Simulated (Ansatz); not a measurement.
# CH5OSb: the cost of one run

Method: the settings change from run to run; program: Ansatz 0.2.0, Gaussian basis.

## Step 1: The geometry

The geometry comes from an earlier relaxation with PBE0-D4 in a triple-zeta def2 set; it is a stationary point, not always the lowest conformer. Sb takes a core potential in def2 sets; no spin-orbit term is included.

SMILES `[CH3][SbH][OH]`, 8 atoms, charge 0, spin multiplicity 1.

Atoms are counted from 1 here; the program's logs count them from 0.

Bond lengths: C1–Sb2 2.142 Å, C1–H4 1.091 Å, C1–H5 1.089 Å, C1–H6 1.090 Å, Sb2–O3 1.977 Å, Sb2–H7 1.720 Å, O3–H8 0.960 Å. Angles: Sb2–C1–H4 110.0°, Sb2–C1–H5 109.7°, Sb2–C1–H6 108.1°, H4–C1–H5 109.4°, H4–C1–H6 109.8°, H5–C1–H6 109.8°, C1–Sb2–O3 93.0°, C1–Sb2–H7 92.6°, O3–Sb2–H7 94.7°, Sb2–O3–H8 110.4°.

## Step 2: RPA/def2-TZVPP

Options: coordinates scaled by 1.12.

The input, in.yaml:

```yaml
crystal:
  periodic: [false, false, false]
  atoms:
    - {symbol: C, position_ang: [-0.802821, 0.992433, -0.346869]}
    - {symbol: Sb, position_ang: [1.022214, 0.037609, 0.883446]}
    - {symbol: O, position_ang: [0.400963, -2.037831, 0.423843]}
    - {symbol: H, position_ang: [-0.520419, 2.127498, -0.700864]}
    - {symbol: H, position_ang: [-1.800493, 1.022730, 0.355045]}
    - {symbol: H, position_ang: [-1.007523, 0.293759, -1.326494]}
    - {symbol: H, position_ang: [2.222956, 0.179870, -0.615595]}
    - {symbol: H, position_ang: [0.588499, -2.680133, 1.265106]}
basis:
  gaussian: {orbitals: def2-TZVPP}
hamiltonian: {xc: {name: PBE}}
correlation: {method: rpa}
```

The run is started by

```bash
$ ansatz run in.yaml --threads 2 --pin off --events-out ev --progress --plain --max-ram 4352MiB
```

Q: Estimate wall time and peak memory on 2 threads of Arm Neoverse V2, shared host.

About 5 s, with a peak of 0.36 GiB.
